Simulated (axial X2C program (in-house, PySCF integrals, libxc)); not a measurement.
# A two-component session on RuF: properties at the nuclei

Aim: properties at the nuclei of RuF, with spin–orbit coupling in the Hamiltonian from the start.

Program: an in-house X2C program for linear molecules on PySCF integrals. Level of theory: two-component X2C with atomic mean-field terms, Ru dyall-cv3z, F dyall-av3z. These are calculated values, not measurements.

## (1) Input

Input file task.json:

```json
{
 "zs": [
  44,
  9
 ],
 "q": 0,
 "bas": [
  "dyall-cv3z",
  "dyall-av3z"
 ],
 "r0": 1.89,
 "levels": [
  "PBE0",
  "HF",
  "BP86",
  "B3LYP",
  "PBE50"
 ],
 "nst": 3
}
```

Keys: zs atomic numbers; q charge; bas basis sets; r0 starting distance in Å; levels methods (HF also brings MP2); nst determinants followed.

Run with:

```
$ python soeom.py task.json out
```

Further steps of the session: Expectation values, lowest determinant; Expectation values, a higher determinant; Expectation values, a higher determinant.

Before running it: what results should come out? Wanted: lowest determinant; Eeff magnitude; Ws magnitude Ru; A∥/gI Ru; qzz Ru; higher determinant (for each run or level that gives them).

The runs gave:

```
                                        quantity                                                       value
                              lowest determinant   Ω = 9/2 (excess of +ω over −ω: ω = 1/2, ω = 3/2, ω = 5/2)
                    Eeff magnitude (GV/cm), PBE0                                                        2.22
                     Ws magnitude Ru (kHz), PBE0                                                        0.19
                            A∥/gI Ru (MHz), PBE0                                                         532
                             qzz Ru (a.u.), PBE0                                                        0.53
                              higher determinant  Ω = 7/2 (excess of +ω over −ω: ω = -1/2, ω = 3/2, ω = 5/2)
Eeff magnitude (GV/cm), PBE0, higher determinant                                                        2.16
 Ws magnitude Ru (kHz), PBE0, higher determinant                                                        0.23
        A∥/gI Ru (MHz), PBE0, higher determinant                                                        -4.3
         qzz Ru (a.u.), PBE0, higher determinant                                                       -0.22
                              higher determinant                     Ω = 5/2 (excess of +ω over −ω: ω = 5/2)
Eeff magnitude (GV/cm), PBE0, higher determinant                                                        2.85
 Ws magnitude Ru (kHz), PBE0, higher determinant                                                       0.495
        A∥/gI Ru (MHz), PBE0, higher determinant                                                         552
         qzz Ru (a.u.), PBE0, higher determinant                                                        0.63
```

What this shows: In the first state, the effective field runs from 1.8 to 4.31 GV/cm over the mean-field levels, so the levels don't agree on it. The expectation values come from single determinants, which for open shells can mix terms of unlike spin or miss the lowest Ω, so a determinant need not be a state. Eeff is the effective electric field on the electron dipole moment in this Ω state and Ws the scalar–pseudoscalar constant (defined with the proton number Z and per Ω); A∥ is the parallel hyperfine constant, which follows by multiplying with the nuclear g factor gI = μI/(I μN); qzz is the electric field gradient, eQq0 = 234.96 MHz × Q/barn × qzz; μ is positive if F is the positive end. The operators were transformed with the bare-nucleus X2C matrices. A second determinant lies within 0.1 eV of the first, so their order is not settled at this level.
